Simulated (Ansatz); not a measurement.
# Ca2TiAlC6N6: the cost of one run

Program: Ansatz 0.2.0. Level of theory: DFT PBE, scalar-relativistic, plane waves, PAW. These are calculated values, not measurements.

## Step 1: The system as given

Symmetry: Fm-3m, No. 225, cubic system. Conventional cell: a = 10.150 Å, b = 10.150 Å, c = 10.150 Å, α = 90.00°, β = 90.00°, γ = 90.00°. Around Ca (site symmetry -43m) lie 12 N at 3.62 Å and 12 C at 3.65 Å. Ti (site symmetry m-3m) has 6 N at 2.03 Å in its first shell of neighbours. Al (site symmetry m-3m) is surrounded by 6 C at 1.87 Å. C (site symmetry 4mm) has 1 N at 1.17 Å and 1 Al at 1.87 Å in its first shell of neighbours. N (site symmetry 4mm) has 1 C at 1.17 Å and 1 Ti at 2.03 Å in its first shell of neighbours.

Structure file:

```xyz
16
Lattice="0.0000 5.0750 5.0750 5.0750 0.0000 5.0750 5.0750 5.0750 0.0000" Properties=species:S:1:pos:R:3 pbc="T T T"
Ca    2.5375    2.5375    2.5375
Ca    7.6125    7.6125    7.6125
Ti    5.0750    5.0750    5.0750
Al    0.0000    0.0000    0.0000
C     1.8750    5.0750    5.0750
C     5.0750    1.8750    5.0750
C     5.0750    5.0750    1.8750
C     8.2750    5.0750    5.0750
C     5.0750    8.2750    5.0750
C     5.0750    5.0750    8.2750
N     3.0450    5.0750    5.0750
N     5.0750    3.0450    5.0750
N     5.0750    5.0750    3.0450
N     7.1050    5.0750    5.0750
N     5.0750    7.1050    5.0750
N     5.0750    5.0750    7.1050
```

The cell is invented: cyanide-bridged rock-salt net of two metals, 2 guest cations a cell (Fm-3m, No. 225). The dimensions are guesses.

## Step 2: The guess as it stands, on a coarse mesh

The input, input.yaml:

```yaml
crystal:
  lattice:
    - [0.0, 5.075, 5.075]
    - [5.075, 0.0, 5.075]
    - [5.075, 5.075, 0.0]
  atoms:
    - { symbol: Ca, position: [0.25, 0.25, 0.25] }
    - { symbol: Ca, position: [0.75, 0.75, 0.75] }
    - { symbol: Ti, position: [0.5, 0.5, 0.5], spin: 1.0 }
    - { symbol: Al, position: [0.0, 0.0, 0.0] }
    - { symbol: C, position: [0.81527094, 0.18472906, 0.18472906] }
    - { symbol: C, position: [0.18472906, 0.81527094, 0.18472906] }
    - { symbol: C, position: [0.18472906, 0.18472906, 0.81527094] }
    - { symbol: C, position: [0.18472906, 0.81527094, 0.81527094] }
    - { symbol: C, position: [0.81527094, 0.18472906, 0.81527094] }
    - { symbol: C, position: [0.81527094, 0.81527094, 0.18472906] }
    - { symbol: "N", position: [0.7, 0.3, 0.3] }
    - { symbol: "N", position: [0.3, 0.7, 0.3] }
    - { symbol: "N", position: [0.3, 0.3, 0.7] }
    - { symbol: "N", position: [0.3, 0.7, 0.7] }
    - { symbol: "N", position: [0.7, 0.3, 0.7] }
    - { symbol: "N", position: [0.7, 0.7, 0.3] }
basis:
  ecutwfc: 420
kpoints:
  mp_grid: { grid: [4, 4, 4] }
hamiltonian:
  xc: pbe
scf:
  occupations: { method: gaussian, width: 0.1 }
  lower_state_search: "off"
output:
  forces: true
  stress: true
  eigenvalues: true
  populations: true
magnetization:
  spin_polarized: true
```

Launch:

```sh
$ ansatz run input.yaml --threads 1 --pin off --max-ram 2560MiB --backend cpu --events-out ev --progress --plain --runs-dir out
```

**Question.** How long does this run take on 1 thread of Intel Xeon 6975P-C (Granite Rapids), shared host, and how much memory does it need?

About 22 s, with a peak of 0.73 GiB.
